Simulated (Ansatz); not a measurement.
# Zr3Cd2: response to a shear that moves c along a

Aim: apply a shear that moves c along a to Zr3Cd2 from -4.5 to +4.5 %, where the cell is held and the atoms relax, and follow energy, stress and any gap.

Computed with Ansatz 0.2.0 (DFT PBE, scalar-relativistic, plane waves, PAW, unless a step's input says otherwise).

**1. The system as given**

Symmetry: Pmmm, No. 47, orthorhombic system. The conventional cell has a = 5.300 Å, b = 6.520 Å, c = 7.860 Å, α = 90.00°, β = 90.00°, γ = 90.00°. Zr (site symmetry mmm) is surrounded by 2 Cd at 2.65 Å. Zr (site symmetry mmm) has 2 Zr at 2.65 Å as nearest neighbours. Around Cd (site symmetry mmm) lie 2 Cd at 3.26 Å. Around Cd (site symmetry mmm) lie 2 Zr at 2.65 Å.

As a file:

```cif
data_structure
_symmetry_space_group_name_H-M 'Pmmm'
_symmetry_Int_Tables_number 47
_cell_length_a 5.3000
_cell_length_b 6.5200
_cell_length_c 7.8600
_cell_angle_alpha 90.000
_cell_angle_beta 90.000
_cell_angle_gamma 90.000
_cell_volume 271.61
loop_
_atom_site_label
_atom_site_type_symbol
_atom_site_symmetry_multiplicity
_atom_site_Wyckoff_symbol
_atom_site_fract_x
_atom_site_fract_y
_atom_site_fract_z
_atom_site_occupancy
Zr1 Zr 1 c 0.00000 0.00000 0.50000 1
Zr2 Zr 1 b 0.50000 0.00000 0.00000 1
Zr3 Zr 1 a 0.00000 0.00000 0.00000 1
Cd1 Cd 1 h 0.50000 0.50000 0.50000 1
Cd2 Cd 1 d 0.50000 0.00000 0.50000 1
```

Source of the structure: the Crystallography Open Database.

(A quick probe on a coarse mesh, which set the mesh and smearing, is not shown.)

**3. Relaxing cell and atoms**

File input.yaml:

```yaml
crystal:
  lattice:
    - [5.3, 0.0, 0.0]
    - [0.0, 6.52, 0.0]
    - [0.0, 0.0, 7.86]
  atoms:
    - { symbol: Zr, position: [0.0, 0.0, 0.5] }
    - { symbol: Zr, position: [0.5, 0.0, 0.0] }
    - { symbol: Zr, position: [0.0, 0.0, 0.0] }
    - { symbol: Cd, position: [0.5, 0.5, 0.5] }
    - { symbol: Cd, position: [0.5, 0.0, 0.5] }
basis:
  ecutwfc: 420
kpoints:
  mp_grid: { grid: [8, 6, 6] }
hamiltonian:
  xc: pbe
scf:
  occupations: { method: gaussian, width: 0.1 }
output:
  forces: true
  stress: true
  eigenvalues: true
relax:
  adjacent_minimum: "off"
  f_tol: 0.005
  max_steps: 80
  cell: { stress_tol: 0.05 }
```

The session goes on with these runs: relaxing again on a mesh for the new cell; the unstrained reference; strain -1.5 %; At +1.5 %; At -3.0 %; strain +3.0 %; At -4.5 %; At +4.5 %.

Before running it: what results should come out? Wanted: relaxed cell; volume; formation energy; largest energy gain; (1/V) d²E/dε² at zero strain, cubic fit.

**Answer**, as computed:

| quantity | value |
| --- | --- |
| relaxed cell | a = 5.595 Å, b = 5.595 Å, c = 5.212 Å, α = 90.00°, β = 90.00°, γ = 90.00° |
| space group (0.01 Å) | P4/mmm (No. 123) |
| volume | 32.63 Å³/atom |
| formation energy (elements from runs with the same settings, not shown) | +1.14 eV/atom |
| largest energy gain | 1.8 meV/atom at +4.5 % |
| (1/V) d²E/dε² at zero strain, cubic fit | -9 GPa |

The volume changed by -40 %, so the start was far from this level's equilibrium or the structure changed its character. The shape changed too: the edges of the input's cell moved by +5.6, -20.1, -28.8 %. The energy falls by 1.8 meV/atom at +4.5 %: the reference was relaxed within its own symmetry and is no minimum along this strain. From the curvature follows the shear constant of this plane and direction: -9 GPa. It is negative, so the symmetric structure is unstable to this strain.
